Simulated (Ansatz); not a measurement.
# BaH2: properties at the relaxed cell

An exercise on one series of results from a longer session: the logs are not shown, and one member is left open.

Computed with Ansatz 0.2.0 (DFT PBEsol, scalar-relativistic, plane waves, PAW, unless a step's input says otherwise).

1 further run of the same task is left out (set aside as unsound or not needed).

## The system as given

The structure is hexagonal, space group P6_3/mmc (No. 194). The conventional cell has a = 4.385 Å, b = 4.385 Å, c = 5.796 Å, α = 90.00°, β = 90.00°, γ = 120.00°. Around Ba (site symmetry -6m2) lie 11 H at 2.53 to 2.92 Å. H (site symmetry -6m2) is surrounded by 5 Ba at 2.53 to 2.90 Å. H (site symmetry -3m) is surrounded by 8 H at 2.90 to 2.92 Å and 6 Ba at 2.92 Å.

As a file:

```
Ba H
1.0
     4.38454    0.00000    0.00000
    -2.19227    3.79712    0.00000
     0.00000    0.00000    5.79561
Ba H
2 4
Direct
  0.66667 0.33333 0.75000
  0.33333 0.66667 0.25000
  0.33333 0.66667 0.75000
  0.66667 0.33333 0.25000
  0.00000 0.00000 0.50000
  0.00000 0.00000 0.00000
```

It goes back to an entry of the Materials Project, which need not be the stable form.

This cell was relaxed beforehand with the same method: volume 16.08 Å³/atom, gap on the mesh 1.69 eV.

The first run:

File input.yaml:

```yaml
crystal:
  lattice:
    - [4.3402493062, 0.0, 0.0]
    - [-2.1701246531, 3.7587661579, 0.0]
    - [0.0, 0.0, 5.7370603112]
  atoms:
    - { symbol: Ba, position: [0.6666666667, 0.3333333333, 0.75] }
    - { symbol: Ba, position: [0.3333333333, 0.6666666667, 0.25] }
    - { symbol: H, position: [0.3333333333, 0.6666666667, 0.75] }
    - { symbol: H, position: [0.6666666667, 0.3333333333, 0.25] }
    - { symbol: H, position: [0.0, 0.0, 0.5] }
    - { symbol: H, position: [0.0, 0.0, 0.0] }
basis:
  ecutwfc: 420
kpoints:
  mp_grid: { grid: [9, 9, 6] }
hamiltonian:
  xc: pbesol
scf:
  occupations: { method: gaussian, width: 0.02 }
output:
  forces: true
  stress: true
  eigenvalues: true
  write_density: true
  write_potential: true
  elf: true
  volumetric_format: npy
relax:
  adjacent_minimum: "off"
  f_tol: 0.01
  max_steps: 30
  cell: { stress_tol: 0.1, fix: [volume] }
```

Run with:

```sh
$ ansatz run input.yaml --threads 2 --pin off --max-ram 5120MiB --backend cpu --events-out ev --progress --plain --runs-dir out
```

Steps of the session up to this table: Point at V/V0 = 0.97; The cell scaled to 1.03 of its volume; The cell scaled to 0.94 of its volume; Volume × 1.06; Point at V/V0 = 0.91; Point at V/V0 = 1.10; The cell scaled to 0.88 of its volume.

One of the session's tables, all rows but one given; the rest of the session is left out.

It belongs to the step «Fit of the equation of state». 

```
volume (Å³/atom)  energy above the lowest point (meV/atom)  pressure (GPa)  gap on the mesh (eV)
          14.152                                      30.4            5.65                  1.71
          14.634                                         ?               ?                     ?
          15.117                                       6.7            2.38                  1.79
          15.599                                       1.6            1.09                  1.74
          16.081                                       0.0           -0.02                  1.69
          16.564                                       1.5           -0.97                  1.64
          17.046                                       5.7           -1.80                  1.59
          17.690                                      14.8           -2.72                  1.53
```

**Question.** Estimate the row for volume (Å³/atom) = 14.634.

Worked estimate for «energy above the lowest point (meV/atom)». A straight line through the neighbours (14.152, 30.4) and (15.117, 6.7) gives 30.4 + (6.7 − 30.4) × (14.634 − 14.152) / (15.117 − 14.152) = 18.6; a parabola fitted to 3 rows on both sides gives 16.3.

**Answer.** energy above the lowest point (meV/atom): 16.1; pressure (GPa): 3.89; gap on the mesh (eV): 1.75. In «energy above the lowest point (meV/atom)» the line misses by +2.5 and the parabola by +0.2.

Limits of these values: The gap on the mesh goes from 1.71 eV at the smallest volume to 1.53 eV at the largest, through a peak of 1.79 eV between.
